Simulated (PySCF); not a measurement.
# PdCl₆ (-2): NMR shieldings

What do calculations give for the NMR shieldings of PdCl₆ (-2) (`[Cl][Pd-2]([Cl])([Cl])([Cl])([Cl])[Cl]`)?

Computed with PySCF 2.14.0 and routines of our own; the level stands in each step. Atoms count from 0.

3 further runs of the same task are left out: 3 for a basis unfit for spin-orbit shieldings.

## 1. The system as given

7 atoms, charge -2, multiplicity 1; geometry from: GFN2-xTB.

## 2. NMR shieldings: PBE0/x2c-SVPall-2c Pd:us-x2c-SVPall-2c, spin-free

Job settings and geometry (Å):

```
{"job": {"xc": "PBE0", "basis": {"default": "x2c-SVPall-2c", "Pd": "us-x2c-SVPall-2c"}, "rel": "sf", "kind": "hnmr"}, "charge": -2, "multiplicity": 1}
Pd    -0.000340    -0.001440    -0.000370
Cl    -0.019440    -0.010770     2.324430
Cl     0.020150     0.009590    -2.325130
Cl     2.324330     0.003820     0.019590
Cl    -2.325520     0.004170    -0.022160
Cl    -0.008000     2.322150     0.011450
Cl     0.008820    -2.327520    -0.007800
```

With the program's defaults for keys left out, this is: PBE0/x2c-SVPall-2c Pd:us-x2c-SVPall-2c GIAO NMR shielding, spin-free X2C, Gaussian nuclei, gas phase.

Launch:

```bash
$ OMP_NUM_THREADS=1 python heavy_run.py task.json out
```

The driver reads the jobs from task.json and runs them one after another.

The program printed:

```text
spin-free SCF
coarse grid: 46072 points
cycle   1  E = -7811.1247800559  dE =  1.302e+00  |g| = 3.052e+00  |ddm| = 4.126e+00
cycle   2  E = -7804.8530629217  dE =  6.272e+00  |g| = 7.555e+00  |ddm| = 1.024e+01
cycle   3  E = -7812.1744502393  dE = -7.321e+00  |g| = 1.914e+00  |ddm| = 8.255e+00
cycle   4  E = -7812.7095298865  dE = -5.351e-01  |g| = 3.002e-01  |ddm| = 1.127e+00
cycle   5  E = -7812.7228257804  dE = -1.330e-02  |g| = 1.501e-01  |ddm| = 4.111e-01
cycle   6  E = -7812.7279121381  dE = -5.086e-03  |g| = 2.137e-02  |ddm| = 1.556e-01
cycle   7  E = -7812.7279767150  dE = -6.458e-05  |g| = 1.032e-02  |ddm| = 2.735e-02
cycle   8  E = -7812.7279988141  dE = -2.210e-05  |g| = 3.773e-03  |ddm| = 1.263e-02
cycle   9  E = -7812.7280004166  dE = -1.603e-06  |g| = 1.748e-03  |ddm| = 1.919e-03
final grid: 84880 points
cycle  10  E = -7812.7277927844  dE =  4.622e-06  |g| = 5.912e-03  |ddm| = 4.624e-03
cycle  11  E = -7812.7277404863  dE =  5.230e-05  |g| = 1.992e-02  |ddm| = 1.520e-02
cycle  12  E = -7812.7277979152  dE = -5.743e-05  |g| = 1.258e-04  |ddm| = 1.163e-02
cycle  13  E = -7812.7277979181  dE = -2.921e-09  |g| = 3.435e-05  |ddm| = 1.477e-04
converged SCF energy = -7812.7277979181
check of the scalar solution
cycle   1  E = -7812.7277979183  dE = -7.813e+03  |FDS-SDF| = 3.435e-05
cycle   2  E = -7812.7277979180  dE =  2.801e-10  |FDS-SDF| = 5.749e-05
converged, E = -7812.7277979180

Field gradients (au) and densities at the nuclei (bohr^-3)
atom        Vxx        Vyy        Vzz        centre      nuclear mean
  0 Pd    -0.0005    -0.0049     0.0054     107563.416     107446.935
  1 Cl    -1.6440    -1.6463     3.2904       3055.876       3055.835
  2 Cl    -1.6431    -1.6454     3.2885       3055.875       3055.834
  3 Cl    -1.6456    -1.6457     3.2913       3055.876       3055.835
  4 Cl    -1.6439    -1.6440     3.2880       3055.876       3055.835
  5 Cl    -1.6472    -1.6497     3.2969       3055.876       3055.835
  6 Cl    -1.6397    -1.6422     3.2819       3055.875       3055.834
without picture change
  0 Pd                           0.0048                    181362.447

Core orbital energies (eV)
atom   shell        mean    spread
  0 Pd 1s       -24207.817   0.000
  0 Pd 2s        -3554.638   0.000
  0 Pd 3s         -648.792   0.000
  0 Pd 4s          -88.459   0.000
  0 Pd 2p        -3186.571   0.001
  0 Pd 3p         -526.668   0.002
  0 Pd 4p          -52.792   0.004
  0 Pd 3d         -332.393   0.003
  1 Cl 1s        -2765.621   0.000
  1 Cl 2s         -251.094   0.000
  1 Cl 3s          -13.347   0.000
  1 Cl 2p         -187.733   0.218
  2 Cl 1s        -2765.621   0.000
  2 Cl 2s         -251.094   0.000
  2 Cl 3s          -13.347   0.000
  2 Cl 2p         -187.733   0.218
  3 Cl 1s        -2765.622   0.000
  3 Cl 2s         -251.095   0.000
  3 Cl 3s          -13.348   0.000
  3 Cl 2p         -187.734   0.218
  4 Cl 1s        -2765.620   0.000
  4 Cl 2s         -251.093   0.000
  4 Cl 3s          -13.346   0.000
  4 Cl 2p         -187.732   0.218
  5 Cl 1s        -2765.624   0.000
  5 Cl 2s         -251.097   0.000
  5 Cl 3s          -13.353   0.000
  5 Cl 2p         -187.736   0.218
  6 Cl 1s        -2765.617   0.000
  6 Cl 2s         -251.090   0.000
  6 Cl 3s          -13.341   0.000
  6 Cl 2p         -187.730   0.217

Shielding tensors (ppm)
atom      isotropic    diamagn.    paramagn.     s11        s22        s33       span
  0 Pd    -2572.17     4568.58    -7140.74   -2580.31   -2572.55   -2563.65      16.67
  1 Cl      776.85     1148.75     -371.90     631.54     632.09    1066.92     435.39
  2 Cl      777.72     1148.75     -371.03     632.57     633.54    1067.05     434.48
  3 Cl      776.75     1148.75     -372.00     631.63     631.70    1066.90     435.27
  4 Cl      777.34     1148.75     -371.41     632.41     632.50    1067.10     434.69
  5 Cl      776.05     1148.75     -372.70     630.34     631.28    1066.52     436.19
  6 Cl      778.55     1148.75     -370.19     633.95     634.26    1067.44     433.48
```

Run time: 1.8 min. Hardware: 1 thread of Arm Neoverse V2, shared host; peak memory 1.1 GiB.

## 3. NMR shieldings: PBE0/x2c-SVPall-2c Pd:us-x2c-SVPall-2c in water, spin-free

Job settings and geometry (Å):

```
{"job": {"xc": "PBE0", "basis": {"default": "x2c-SVPall-2c", "Pd": "us-x2c-SVPall-2c"}, "rel": "sf", "solvent": "water", "kind": "hnmr"}, "charge": -2, "multiplicity": 1}
Pd    -0.000340    -0.001440    -0.000370
Cl    -0.019440    -0.010770     2.324430
Cl     0.020150     0.009590    -2.325130
Cl     2.324330     0.003820     0.019590
Cl    -2.325520     0.004170    -0.022160
Cl    -0.008000     2.322150     0.011450
Cl     0.008820    -2.327520    -0.007800
```

With the program's defaults for keys left out, this is: PBE0/x2c-SVPall-2c Pd:us-x2c-SVPall-2c GIAO NMR shielding, spin-free X2C, Gaussian nuclei, IEF-PCM water.

The program printed:

```text
spin-free SCF
coarse grid: 46072 points
cycle   1  E = -7811.4037719537  dE =  1.024e+00  |g| = 3.052e+00  |ddm| = 4.126e+00
cycle   2  E = -7805.2716720418  dE =  6.132e+00  |g| = 7.496e+00  |ddm| = 1.026e+01
cycle   3  E = -7812.4536277501  dE = -7.182e+00  |g| = 1.924e+00  |ddm| = 8.210e+00
cycle   4  E = -7813.0030499950  dE = -5.494e-01  |g| = 3.041e-01  |ddm| = 1.188e+00
cycle   5  E = -7813.0181874241  dE = -1.514e-02  |g| = 1.306e-01  |ddm| = 4.048e-01
cycle   6  E = -7813.0218149057  dE = -3.627e-03  |g| = 1.973e-02  |ddm| = 1.382e-01
cycle   7  E = -7813.0218838564  dE = -6.895e-05  |g| = 4.573e-03  |ddm| = 1.779e-02
cycle   8  E = -7813.0218847305  dE = -8.741e-07  |g| = 3.165e-03  |ddm| = 3.195e-03
cycle   9  E = -7813.0218860807  dE = -1.350e-06  |g| = 1.261e-03  |ddm| = 1.812e-03
final grid: 84880 points
cycle  10  E = -7813.0216775496  dE =  2.182e-06  |g| = 4.110e-03  |ddm| = 3.355e-03
cycle  11  E = -7813.0216536076  dE =  2.394e-05  |g| = 1.358e-02  |ddm| = 1.039e-02
cycle  12  E = -7813.0216800117  dE = -2.640e-05  |g| = 2.632e-04  |ddm| = 7.872e-03
cycle  13  E = -7813.0216800278  dE = -1.614e-08  |g| = 3.034e-05  |ddm| = 3.313e-04
cycle  14  E = -7813.0216800280  dE = -1.637e-10  |g| = 1.476e-06  |ddm| = 2.547e-05
converged SCF energy = -7813.0216800280
check of the scalar solution
cycle   1  E = -7813.0216800282  dE = -7.813e+03  |FDS-SDF| = 1.476e-06
cycle   2  E = -7813.0216800283  dE = -8.004e-11  |FDS-SDF| = 3.082e-06
converged, E = -7813.0216800283

Field gradients (au) and densities at the nuclei (bohr^-3)
atom        Vxx        Vyy        Vzz        centre      nuclear mean
  0 Pd    -0.0004    -0.0049     0.0054     107563.496     107447.015
  1 Cl    -1.6151    -1.6177     3.2328       3055.928       3055.887
  2 Cl    -1.6142    -1.6167     3.2309       3055.928       3055.887
  3 Cl    -1.6169    -1.6170     3.2339       3055.928       3055.887
  4 Cl    -1.6151    -1.6152     3.2302       3055.928       3055.887
  5 Cl    -1.6187    -1.6215     3.2402       3055.929       3055.887
  6 Cl    -1.6104    -1.6132     3.2236       3055.927       3055.886
without picture change
  0 Pd                           0.0047                    181362.585

Core orbital energies (eV)
atom   shell        mean    spread
  0 Pd 1s       -24215.654   0.000
  0 Pd 2s        -3562.475   0.000
  0 Pd 3s         -656.633   0.000
  0 Pd 4s          -96.313   0.000
  0 Pd 2p        -3194.408   0.001
  0 Pd 3p         -534.509   0.002
  0 Pd 4p          -60.650   0.004
  0 Pd 3d         -340.234   0.003
  1 Cl 1s        -2773.564   0.000
  1 Cl 2s         -259.033   0.000
  1 Cl 3s          -21.280   0.000
  1 Cl 2p         -195.673   0.212
  2 Cl 1s        -2773.564   0.000
  2 Cl 2s         -259.034   0.000
  2 Cl 3s          -21.280   0.000
  2 Cl 2p         -195.673   0.212
  3 Cl 1s        -2773.564   0.000
  3 Cl 2s         -259.034   0.000
  3 Cl 3s          -21.281   0.000
  3 Cl 2p         -195.673   0.212
  4 Cl 1s        -2773.563   0.000
  4 Cl 2s         -259.033   0.000
  4 Cl 3s          -21.279   0.000
  4 Cl 2p         -195.672   0.212
  5 Cl 1s        -2773.567   0.000
  5 Cl 2s         -259.037   0.000
  5 Cl 3s          -21.286   0.000
  5 Cl 2p         -195.676   0.213
  6 Cl 1s        -2773.560   0.000
  6 Cl 2s         -259.030   0.000
  6 Cl 3s          -21.275   0.000
  6 Cl 2p         -195.669   0.211

Shielding tensors (ppm)
atom      isotropic    diamagn.    paramagn.     s11        s22        s33       span
  0 Pd    -2379.70     4569.61    -6949.31   -2388.07   -2380.02   -2371.00      17.07
  1 Cl      793.98     1148.65     -354.67     660.70     661.10    1060.13     399.42
  2 Cl      794.84     1148.65     -353.81     661.72     662.55    1060.25     398.53
  3 Cl      793.81     1148.64     -354.84     660.62     660.70    1060.11     399.49
  4 Cl      794.53     1148.64     -354.12     661.59     661.69    1060.31     398.72
  5 Cl      792.88     1148.64     -355.77     659.04     659.87    1059.72     400.67
  6 Cl      795.94     1148.65     -352.71     663.47     663.71    1060.64     397.18
```

Run time: 1.8 min. Hardware: 1 thread of Arm Neoverse V2, shared host; peak memory 1.2 GiB.

## 4. NMR shieldings: PBE0/x2c-SVPall-2c Pd:us-x2c-SVPall-2c in dichloromethane, spin-free

Job settings and geometry (Å):

```
{"job": {"xc": "PBE0", "basis": {"default": "x2c-SVPall-2c", "Pd": "us-x2c-SVPall-2c"}, "rel": "sf", "solvent": "dichloromethane", "kind": "hnmr"}, "charge": -2, "multiplicity": 1}
Pd    -0.000340    -0.001440    -0.000370
Cl    -0.019440    -0.010770     2.324430
Cl     0.020150     0.009590    -2.325130
Cl     2.324330     0.003820     0.019590
Cl    -2.325520     0.004170    -0.022160
Cl    -0.008000     2.322150     0.011450
Cl     0.008820    -2.327520    -0.007800
```

With the program's defaults for keys left out, this is: PBE0/x2c-SVPall-2c Pd:us-x2c-SVPall-2c GIAO NMR shielding, spin-free X2C, Gaussian nuclei, IEF-PCM dichloromethane.

The program printed:

```text
spin-free SCF
coarse grid: 46072 points
cycle   1  E = -7811.3750591096  dE =  1.053e+00  |g| = 3.053e+00  |ddm| = 4.126e+00
cycle   2  E = -7805.2186770417  dE =  6.156e+00  |g| = 7.509e+00  |ddm| = 1.026e+01
cycle   3  E = -7812.4269243181  dE = -7.208e+00  |g| = 1.920e+00  |ddm| = 8.223e+00
cycle   4  E = -7812.9727551771  dE = -5.458e-01  |g| = 2.973e-01  |ddm| = 1.164e+00
cycle   5  E = -7812.9868237623  dE = -1.407e-02  |g| = 1.324e-01  |ddm| = 3.921e-01
cycle   6  E = -7812.9906403261  dE = -3.817e-03  |g| = 1.864e-02  |ddm| = 1.362e-01
cycle   7  E = -7812.9906995114  dE = -5.919e-05  |g| = 4.901e-03  |ddm| = 1.642e-02
cycle   8  E = -7812.9907010024  dE = -1.491e-06  |g| = 3.134e-03  |ddm| = 3.525e-03
final grid: 84880 points
cycle   9  E = -7812.9904814689  dE =  1.385e-05  |g| = 1.025e-02  |ddm| = 8.326e-03
cycle  10  E = -7812.9903311813  dE =  1.503e-04  |g| = 3.395e-02  |ddm| = 2.604e-02
cycle  11  E = -7812.9904968112  dE = -1.656e-04  |g| = 6.901e-04  |ddm| = 1.974e-02
cycle  12  E = -7812.9904969268  dE = -1.156e-07  |g| = 5.969e-05  |ddm| = 8.730e-04
cycle  13  E = -7812.9904969275  dE = -7.021e-10  |g| = 4.693e-06  |ddm| = 4.973e-05
converged SCF energy = -7812.9904969275
check of the scalar solution
cycle   1  E = -7812.9904969273  dE = -7.813e+03  |FDS-SDF| = 4.693e-06
cycle   2  E = -7812.9904969275  dE = -1.564e-10  |FDS-SDF| = 8.100e-06
converged, E = -7812.9904969275

Field gradients (au) and densities at the nuclei (bohr^-3)
atom        Vxx        Vyy        Vzz        centre      nuclear mean
  0 Pd    -0.0004    -0.0050     0.0054     107563.480     107446.999
  1 Cl    -1.6201    -1.6227     3.2428       3055.918       3055.877
  2 Cl    -1.6192    -1.6216     3.2408       3055.918       3055.877
  3 Cl    -1.6219    -1.6220     3.2439       3055.918       3055.877
  4 Cl    -1.6200    -1.6201     3.2401       3055.918       3055.877
  5 Cl    -1.6238    -1.6265     3.2503       3055.918       3055.877
  6 Cl    -1.6153    -1.6180     3.2334       3055.917       3055.876
without picture change
  0 Pd                           0.0047                    181362.557

Core orbital energies (eV)
atom   shell        mean    spread
  0 Pd 1s       -24214.835   0.000
  0 Pd 2s        -3561.656   0.000
  0 Pd 3s         -655.813   0.000
  0 Pd 4s          -95.491   0.000
  0 Pd 2p        -3193.589   0.001
  0 Pd 3p         -533.689   0.002
  0 Pd 4p          -59.827   0.004
  0 Pd 3d         -339.414   0.003
  1 Cl 1s        -2772.725   0.000
  1 Cl 2s         -258.196   0.000
  1 Cl 3s          -20.444   0.000
  1 Cl 2p         -194.835   0.213
  2 Cl 1s        -2772.725   0.000
  2 Cl 2s         -258.196   0.000
  2 Cl 3s          -20.444   0.000
  2 Cl 2p         -194.835   0.213
  3 Cl 1s        -2772.726   0.000
  3 Cl 2s         -258.196   0.000
  3 Cl 3s          -20.445   0.000
  3 Cl 2p         -194.836   0.213
  4 Cl 1s        -2772.725   0.000
  4 Cl 2s         -258.195   0.000
  4 Cl 3s          -20.443   0.000
  4 Cl 2p         -194.834   0.213
  5 Cl 1s        -2772.728   0.000
  5 Cl 2s         -258.199   0.000
  5 Cl 3s          -20.449   0.000
  5 Cl 2p         -194.838   0.214
  6 Cl 1s        -2772.722   0.000
  6 Cl 2s         -258.192   0.000
  6 Cl 3s          -20.439   0.000
  6 Cl 2p         -194.831   0.212

Shielding tensors (ppm)
atom      isotropic    diamagn.    paramagn.     s11        s22        s33       span
  0 Pd    -2415.20     4569.40    -6984.60   -2423.66   -2415.50   -2406.43      17.23
  1 Cl      791.19     1148.66     -357.47     655.76     656.15    1061.66     405.90
  2 Cl      792.08     1148.66     -356.58     656.80     657.66    1061.78     404.98
  3 Cl      791.01     1148.66     -357.65     655.65     655.75    1061.64     406.00
  4 Cl      791.77     1148.66     -356.89     656.67     656.79    1061.84     405.17
  5 Cl      790.05     1148.66     -358.61     654.02     654.86    1061.26     407.25
  6 Cl      793.20     1148.66     -355.46     658.59     658.85    1062.17     403.58
```

It took 1.7 min on 1 thread of Arm Neoverse V2, shared host; peak memory 1.2 GiB.

## 5. Shieldings side by side

```
                                                                         run      Pd0    Cl6    Cl4    Cl1    Cl2    Cl3    Cl5     time
                   step 2, PBE0/x2c-SVPall-2c Pd:us-x2c-SVPall-2c, spin-free  -2572.2  778.6  777.3  776.9  777.7  776.7  776.0  1.8 min
          step 3, PBE0/x2c-SVPall-2c Pd:us-x2c-SVPall-2c in water, spin-free  -2379.7  795.9  794.5  794.0  794.8  793.8  792.9  1.8 min
step 4, PBE0/x2c-SVPall-2c Pd:us-x2c-SVPall-2c in dichloromethane, spin-free  -2415.2  793.2  791.8  791.2  792.1  791.0  790.0  1.7 min
```

## 6. Outcome

| quantity | value |
| --- | --- |
| shieldings (step 2, PBE0/x2c-SVPall-2c Pd:us-x2c-SVPall-2c, spin-free) | Pd0 -2572.2, Cl1 776.9, Cl2 777.7, Cl3 776.7, Cl4 777.3, Cl5 776.0, Cl6 778.6 ppm |
| shieldings (step 3, PBE0/x2c-SVPall-2c Pd:us-x2c-SVPall-2c in water, spin-free) | Pd0 -2379.7, Cl1 794.0, Cl2 794.8, Cl3 793.8, Cl4 794.5, Cl5 792.9, Cl6 795.9 ppm |
| shieldings (step 4, PBE0/x2c-SVPall-2c Pd:us-x2c-SVPall-2c in dichloromethane, spin-free) | Pd0 -2415.2, Cl1 791.2, Cl2 792.1, Cl3 791.0, Cl4 791.8, Cl5 790.0, Cl6 793.2 ppm |

In step 2 the highest level lies above zero, so the outer electrons are held by the basis. A continuum can't give the shift that close solvent molecules cause at an ion. Pd0 moves most between the runs, by 192 ppm; the labels say what changes from run to run. No run holds spin-orbit coupling, which is large for shieldings at and beside heavy atoms. The geometry comes from tight binding, which is rough for metal atoms, and these values hang on it.
